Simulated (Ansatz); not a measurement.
InFeNi under changes of volume

One of the cells (14.556 Å³/atom); the others are scaled copies at fixed shape and fractional positions:

```
CELL_PARAMETERS angstrom
4.37534 0.00000 0.00000
-2.18767 3.78916 0.00000
0.00000 0.00000 5.26774
ATOMIC_POSITIONS crystal
In 0.66667 0.33333 0.75000
In 0.33333 0.66667 0.25000
Ni 0.66667 0.33333 0.25000
Ni 0.33333 0.66667 0.75000
Fe 0.00000 0.00000 0.50000
Fe 0.00000 0.00000 0.00000
```

The cell comes from a database or a generator and needn't be the stable form of this composition.

* Program: Ansatz 0.2.0
* Functional: PBE
* Potentials or basis: Ansatz PAW
* Cutoff: 420 eV (not typed: the program's choice for these potentials)
* k mesh: 7 × 7 × 5
* Occupations: fermi-dirac, width 0.05 eV
* Spin: collinear spin, ferromagnetic start
* Starting moments: [0.0, 0.0, 1.0, 1.0, 3.0, 3.0] μB

```tsv
volume (Å³/atom)	energy over the lowest point (meV/atom)	pressure (GPa)	moment (μB per cell)
13.682	?	?	?
13.973	15.54	7.2	5.87
14.264	5.19	4.1	5.97
14.556	0.17	1.3	6.04
14.847	0.00	-1.2	6.08
15.138	4.21	-3.4	6.12
15.429	12.33	-5.4	6.15
```

Task: What does the run at 13.682 Å³/atom give?

Result: Energy over the lowest point 31.70 meV/atom; pressure 10.6 GPa; moment 5.75 μB per cell.

Worked out: A Birch-Murnaghan fit of order 3 (a polynomial in V^(-2/3)) to the other rows has its minimum at 14.71 Å³/atom with B0 = V·E''(V) = 127 GPa and B' = 4.2 at fixed shape and positions, which overstates the stiffness. It gives 31.83 meV/atom at 13.682 Å³/atom, against the run's 31.70, and -dE/dV = 10.7 GPa, against 10.6. A parabola through the other rows of the moment, of slope 0.387 μB per Å³/atom there, extrapolates to 5.77 μB, against the run's 5.75.

Energies are extrapolated to zero smearing.
